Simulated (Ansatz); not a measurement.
What does this script print? It uses the Python package of Ansatz (0.2.0).

`hull_ysn3.py`
```python
"""Stability of Y-Sn compounds against each other, after relaxing cells and atoms."""

from collections import Counter
import warnings

import ansatz as az
import numpy as np
import pandas as pd

PHASES = {
    "YSn3 Pm-3m": (
        [(4.666, 0.0, 0.0), (0.0, 4.666, 0.0), (0.0, 0.0, 4.666)],
        [
            ("Y", (0.0, 0.0, 0.0)),
            ("Sn", (0.0, 0.5, 0.5)),
            ("Sn", (0.5, 0.0, 0.5)),
            ("Sn", (0.5, 0.5, 0.0)),
        ],
    ),
    "Y3Sn Fm-3m": (
        [(0.0, 3.84606, 3.84606), (3.84606, 0.0, 3.84606), (3.84606, 3.84606, 0.0)],
        [
            ("Y", (0.0, 0.0, 0.0)),
            ("Y", (0.25, 0.25, 0.25)),
            ("Y", (0.75, 0.75, 0.75)),
            ("Sn", (0.5, 0.5, 0.5)),
        ],
    ),
    "Y": (
        [(3.6474, 0.0, 0.0), (-1.8237, 3.15874, 0.0), (0.0, 0.0, 5.7306)],
        [
            ("Y", (1 / 3, 2 / 3, 0.25)),
            ("Y", (2 / 3, 1 / 3, 0.75)),
        ],
    ),
    "Sn": (
        [(0.0, 3.23334, 3.23334), (3.23334, 0.0, 3.23334), (3.23334, 3.23334, 0.0)],
        [
            ("Sn", (0.0, 0.0, 0.0)),
            ("Sn", (0.25, 0.25, 0.25)),
        ],
    ),
}


def build(vectors, sites):
    crystal = az.Crystal(lattice=az.Lattice.of(vectors))
    for symbol, position in sites:
        crystal = crystal.atom(symbol, position)
    return crystal


def solve(name, crystal):
    calc = (
        crystal.calculation()
        .functional("pbesol")
        .basis(460)
        .kpoints(spacing=0.16)
        .occupations("fermi_dirac", width=0.1)
    )
    calc = calc.relax(force_tolerance=0.01, max_steps=60, cell=True)
    return calc.run(threads=1)


def counts(outcome):
    return Counter(site.symbol for site in outcome.lattice.sites)

def formation_energy(outcome, mu):
    n = counts(outcome)
    return (outcome.report["energy_sigma0_ev"] - sum(k * mu[element] for element, k in n.items())) / sum(n.values())


def main() -> None:
    warnings.simplefilter("ignore")

    phases = {name: build(*cell) for name, cell in PHASES.items()}

    done = {}
    for name, crystal in phases.items():
        done[name] = solve(name, crystal)
        print(f"{name}: {done[name].report['energy_sigma0_ev']:.4f} eV, {len(done[name].lattice.sites)} atoms")

    # energy of one atom in its reference phase
    references = {"Y": "Y", "Sn": "Sn"}
    mu = {element: done[name].report["energy_sigma0_ev"] / len(done[name].lattice.sites) for element, name in references.items()}
    points = sorted((counts(o)["Sn"] / len(o.lattice.sites), formation_energy(o, mu), name) for name, o in done.items())

    # lower hull by a monotone chain
    hull = []
    for x, e, _ in points:
        while len(hull) > 1 and (hull[-1][0] - hull[-2][0]) * (e - hull[-2][1]) - (hull[-1][1] - hull[-2][1]) * (x - hull[-2][0]) <= 0:
            hull.pop()
        hull.append((x, e))
    rows = [(name, x, e, e - np.interp(x, *zip(*hull))) for x, e, name in points]
    print(pd.DataFrame(rows, columns=["phase", "x(Sn)", "E_form (eV/atom)", "above hull (eV/atom)"]).round(4).to_string(index=False))
    print("on the hull of these phases:", ", ".join(row[0] for row in rows if row[3] < 1e-6))


if __name__ == "__main__":
    main()
```

```console
$ python hull_ysn3.py
YSn3 Pm-3m: -21646.4240 eV, 4 atoms
Y3Sn Fm-3m: -17336.1547 eV, 4 atoms
Y: -7590.1450 eV, 2 atoms
Sn: -11899.5078 eV, 2 atoms
     phase  x(Sn)  E_form (eV/atom)  above hull (eV/atom)
         Y   0.00            0.0000                   0.0
Y3Sn Fm-3m   0.25           -0.2958                   0.0
YSn3 Pm-3m   0.75           -0.5225                   0.0
        Sn   1.00            0.0000                   0.0
on the hull of these phases: Y, Y3Sn Fm-3m, YSn3 Pm-3m, Sn
```

Absolute energies stand on the zero of these potentials, so only differences at equal settings mean something. Spin is left out of this run. The cells come from databases of deposited and of computed structures, and not all need be stable phases. Differences under 10 to 15 meV an atom lie within the error of mesh and functional, so such verdicts may flip; only the cells listed enter the hull. Hardware and time: 86 s on 1 thread of Arm Neoverse V1, with other jobs on the host, peak memory 0.58 GiB.
